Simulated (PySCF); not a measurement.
# C₅H₇FSi: electronic excitations

What electronic excitations should C₅H₇FSi (`C#C[C@@]1([SiH3])C[C@H]1F`) show?

Programs: PySCF 2.14.0, with density-fitted response routines of our own. Each step states its level of theory. These are calculated values for one molecule in the gas phase, unless marked as measured. Atoms are numbered from 0 throughout.

### 1 The molecule as given

14 atoms, charge 0, multiplicity 1; geometry from: GFN2-xTB.

Bonds of the start (Å): C0–C1 1.20, C1–C2 1.43, C2–Si3 1.90, C2–C4 1.52, C4–C5 1.49, C5–F6 1.36, C5–C2 1.51, C0–H7 1.05, Si3–H8 1.46, Si3–H9 1.47, Si3–H10 1.46, C4–H11 1.08, C4–H12 1.08, C5–H13 1.08.

### 2 TDDFT and polarisability: CAM-B3LYP/def2-SVPD

What the job is given:

```
{"job": {"kind": "uv", "xc": "CAM-B3LYP", "basis": "def2-SVPD", "nstates": 8, "ntriplets": 3}, "charge": 0, "multiplicity": 1}
C      2.638261    -0.132075    -0.387047
C      1.452735    -0.079077    -0.221899
C      0.040228    -0.009582    -0.025424
Si    -0.702580     1.729545    -0.169000
C     -0.765803    -1.212467    -0.483881
C     -0.564728    -0.967703     0.968239
F      0.250239    -1.811761     1.660654
H      3.675775    -0.182598    -0.529442
H     -0.453425     2.216479    -1.524774
H     -2.142246     1.605215     0.077242
H     -0.076420     2.587192     0.834729
H     -1.748822    -1.055795    -0.901788
H     -0.217922    -2.034137    -0.921727
H     -1.385970    -0.653708     1.601951
```

With the program's defaults for keys left out, this is: TDDFT CAM-B3LYP/def2-SVPD, vertical, gas phase, core orbitals frozen in the response.

The run is started by

```console
$ OMP_NUM_THREADS=1 python probes_run.py task.json out
```

This one command runs all jobs of the session in turn.

What will the session give for the following? lowest singlet (CAM-B3LYP/def2-SVPD); brightest single state of those computed; lowest triplet; surface potential, 1st and 99th percentile. Wanted: lowest singlet; brightest single state of those computed; lowest triplet; surface potential, 1st and 99th percentile.

**Answer**, as computed:

| quantity | value |
| --- | --- |
| lowest singlet (CAM-B3LYP/def2-SVPD) | 6.33 eV (196 nm), f = 0.000 |
| brightest single state of those computed | state 6, 7.77 eV, f = 0.082 |
| lowest triplet | 5.32 eV |
| surface potential, 1st and 99th percentile | -1.18 V and 1.28 V |

**Reading.** The first singlet state (HOMO→LUMO+3 0.17, HOMO−1→LUMO+4 0.16) lies at 6.33 eV and is dark; of the 8 states computed, the strongest absorption comes from state 6 at 7.77 eV. The lowest triplet lies 1.02 eV below the lowest singlet (triplets in Tamm-Dancoff, singlets in full TDDFT).
